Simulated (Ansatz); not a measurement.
# BBi: the cell at several levels of theory

The task here is to estimate one member of a computed series from the others.

Code: Ansatz 0.2.0. PAW datasets, plane waves, zero pressure. (Calculated; spin-unpolarised; the phase may be known or hypothetical.)

### The structure to begin with

This is the cell as the run starts from it, not yet at rest; its lengths are not the crystal's.

Space group F-43m (No. 216), cubic; a = 5.354 Å in the conventional setting, 19.18 Å³ an atom. Around B lie 4 Bi at 2.32 Å; around Bi lie 4 B at 2.32 Å.

Coordinates:

Space group F-43m (No. 216). a = 5.354 Å, b = 5.354 Å, c = 5.354 Å, α = 90.00°, β = 90.00°, γ = 90.00°
```json
{"atom": "B", "site": "4a", "symmetry": "-43m", "x": "0.0000", "y": "0.0000", "z": "0.0000"}
{"atom": "Bi", "site": "4d", "symmetry": "-43m", "x": "0.2500", "y": "0.2500", "z": "0.7500"}
```

Set-up of the first run:

Contents of input.yaml:

```yaml
crystal:
  lattice:
    - [0.0, 2.6768267881, 2.6768267881]
    - [2.6768267881, 0.0, 2.6768267881]
    - [2.6768267881, 2.6768267881, 0.0]
  atoms:
    - { symbol: B, position: [0.0, 0.0, 0.0] }
    - { symbol: Bi, position: [0.25, 0.25, 0.25] }
kpoints:
  mp_grid: { grid: [8, 8, 8] }
hamiltonian:
  xc: pbe
scf:
  occupations: { method: fermi_dirac, width: 0.02 }
relax:
  f_tol: 0.005
  cell: {}
output:
  write_density: true
  write_potential: true
  elf: true
  volumetric_format: npy
```

Started as:

```
$ ansatz run input.yaml --threads 2 --pin off --max-ram 2211MiB --backend cpu --events-out ev --progress --plain --runs-dir out
```

Steps of the session up to this table: Relaxing with PBE; Relaxation with r2SCAN; Relaxing with PBEsol; LDA: cell and atoms; HSE06: cell and atoms.

One table of the session follows, with a row left open; its other results are not shown here.

It belongs to the step «The cells side by side». 

| level | a (Å) | volume (Å³/atom) |
| --- | --- | --- |
| PBE | 5.520 | 21.025 |
| r2SCAN | ? | ? |
| PBEsol | 5.455 | 20.287 |
| LDA | 5.410 | 19.798 |
| HSE06 | 5.451 | 20.246 |

Estimate the missing values for r2SCAN.

As computed: a (Å): 5.490; volume (Å³/atom): 20.681. In the column «a (Å)» it lies between PBEsol (5.455) and PBE (5.520).

What this shows: From the start to the first minimum the volume moved by +9.6 %. LDA gives the smallest cell and PBE the largest; they differ by 6.2 % in volume, a mean of 2.0 % in length. The meshes differ: PBE 8×8×8, r2SCAN 8×8×8, PBEsol 8×8×8, LDA 8×8×8, HSE06 6×6×6.
